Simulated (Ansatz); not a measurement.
**FH3OSi2: shape, modes and thermochemistry**

What shape does FH3OSi2 take? The plan is to relax it, check the end point by its vibrations and derive ideal-gas thermochemistry.

The runs use Ansatz 0.2.0, Gaussian basis; RKS PBE0-D4/def2-TZVP.

Levels to be run: relaxation at PBE0-D4/def2-TZVP; harmonic vibrations at the same level.

1 further run of the same task is left out (set aside as unsound or not needed).

## 1. Where the work starts

SMILES `F[Si]O[SiH3]`, 7 atoms, charge 0, spin multiplicity 1.

Atoms are counted from 1 here; the program's logs count them from 0.

Bond lengths: F1–Si2 1.643 Å, Si2–O3 1.614 Å, O3–Si4 1.637 Å, Si4–H5 1.458 Å, Si4–H6 1.462 Å, Si4–H7 1.459 Å. Angles: F1–Si2–O3 113.2°, Si2–O3–Si4 156.2°, O3–Si4–H5 102.3°, O3–Si4–H6 111.0°, O3–Si4–H7 103.7°, H5–Si4–H6 112.1°, H5–Si4–H7 115.5°, H6–Si4–H7 111.5°.

As a file:

```
F     0.7202   -2.4881    1.4887
Si   -0.5657   -1.9773    0.6034
O    -0.2736   -0.6203   -0.2194
Si   -0.0195    0.9845   -0.4209
H    -0.7573    1.2640   -1.6472
H    -0.5365    1.7436    0.7168
H     1.4324    1.0936   -0.5214
```

The start is a GFN2-xTB geometry.

## 2. Geometry optimisation, PBE0-D4/def2-TZVP

in.yaml

```yaml
crystal:
  periodic: [false, false, false]
  atoms:
    - {symbol: F, position_ang: [0.720200, -2.488100, 1.488690]}
    - {symbol: Si, position_ang: [-0.565700, -1.977270, 0.603420]}
    - {symbol: O, position_ang: [-0.273640, -0.620270, -0.219400]}
    - {symbol: Si, position_ang: [-0.019470, 0.984450, -0.420900]}
    - {symbol: H, position_ang: [-0.757320, 1.264010, -1.647210]}
    - {symbol: H, position_ang: [-0.536500, 1.743630, 0.716830]}
    - {symbol: H, position_ang: [1.432440, 1.093550, -0.521430]}
basis:
  gaussian: {orbitals: def2-TZVP}
hamiltonian: {xc: pbe0, dispersion: d4}
relax: {f_tol: 0.005, max_steps: 150}
```

The runs that follow: Vibrations by finite differences.

**Question.** What will the summary of the whole plan be? Wanted: point group; shift from the start; total energy; dispersion term; dipole moment; lowest, highest wavenumber; zero-point energy.

**Answer**, as computed:

```
                  quantity            value
               point group               Cs
                     steps               31
shift from the start (rms)          0.347 Å
              total energy   -20562.3128 eV
           dispersion term         -127 meV
             dipole moment           0.97 D
lowest, highest wavenumber    23, 2252 cm⁻¹
         zero-point energy      84.7 kJ/mol
       entropy at 298.15 K  342.3 J/(mol K)
```

**Reading.** The atoms moved 0.35 Å (rms) from the start; the bond that changed most is F1–Si2, from 1.643 to 1.617 Å. All wavenumbers are real, so the end point is a minimum. The stiffest mode, 2252 cm⁻¹, is an Si–H stretch, and 3 modes under 200 cm⁻¹ make the vibrational entropy uncertain. Harmonic hybrid wavenumbers usually lie a few per cent above measured fundamentals. The largest Mulliken charge, +0.44 e, sits on Si2.
